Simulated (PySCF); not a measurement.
# SrCd: from the state search to spectroscopic constants

Aim: find the lowest electronic state of SrCd, scan its bond at several levels of theory, and get bond length, wavenumber and dissociation energy from each curve.

Program: PySCF 2.14.0. Level of theory: Sr def2-SVP with ECP28, Cd def2-SVP with ECP28, scalar-relativistic core potentials. These are calculated values, not measurements.

### Step 1. The job

Settings of the job:

```
atoms                         : Sr, Cd
charge                        : 0
basis                         : Sr def2-SVP with ECP28, Cd def2-SVP with ECP28
Hamiltonian                   : scalar-relativistic core potentials
basis functions               : 54
electrons treated             : 30
masses in u                   : 87.9056, 113.9034
levels                        : PBE0, PBE, r²SCAN, LDA, B3LYP, PBEsol, LC-ωPBE, HF, MP2, SCS-MP2, CCSD, CCSD(T)
grid                          : 80 radial by 434 angular points
occupations                   : held fixed by the projection of orbital angular momentum
dissociation limit            : Sr + Cd, each in its ground configuration
starting distance in angstrom : 3.110
values of 2S to try           : 0, 2
```

Started as:

```
> OMP_NUM_THREADS=1 python dia.py task.json out
```

After this run come: The PBE0 curve of the state that the search chose; Other states along the same grid; PBE (GGA); r²SCAN; LDA; B3LYP (global hybrid GGA); PBEsol (GGA); LC-ωPBE (range-separated hybrid); RHF (mean field); Correlated methods on the Hartree–Fock reference.

What does the calculation give? Wanted: for each run, Re; ωe; De; μ.

The runs gave:

Lowest PBE0 solution found, without spin–orbit coupling: ¹Σ⁺ (singlet), closed shell. The other levels ran on it alone.

| level | Re (Å) | ωe (cm⁻¹) | De (eV) | μ (D) |
| --- | --- | --- | --- | --- |
| LDA | 3.678 | 58.0 | 0.235 | -0.47 |
| PBE | 3.918 | 43.9 | 0.124 | -0.25 |
| PBEsol | 3.789 | 51.2 | 0.168 | -0.26 |
| r²SCAN | 3.861 | 46.2 | 0.108 | -0.13 |
| B3LYP | 4.212 | 26.4 | 0.027 | -0.25 |
| PBE0 | 4.024 | 38.0 | 0.093 | -0.09 |
| LC-ωPBE | 4.356 | 22.8 | 0.037 | 0.24 |

De is counted to Sr + Cd in their ground configurations. A positive dipole means Sr(−)Cd(+). No constants: RHF (no minimum is bracketed among the points kept); RHF-MP2 (fits of two degrees disagree); RHF-SCS-MP2 (no minimum is bracketed among the points kept); RHF-CCSD (no minimum is bracketed among the points kept); RHF-CCSD(T) (no minimum is bracketed among the points kept).

The methods spread over 0.678 Å in bond length, from LDA to LC-ωPBE. Among the levels with a De in the table, it runs from 0.027 eV (B3LYP) to 0.235 eV (LDA).

The bond is weak, and basis-set superposition, which was not computed, may be a sizeable part of it. Spin–orbit coupling is left out.
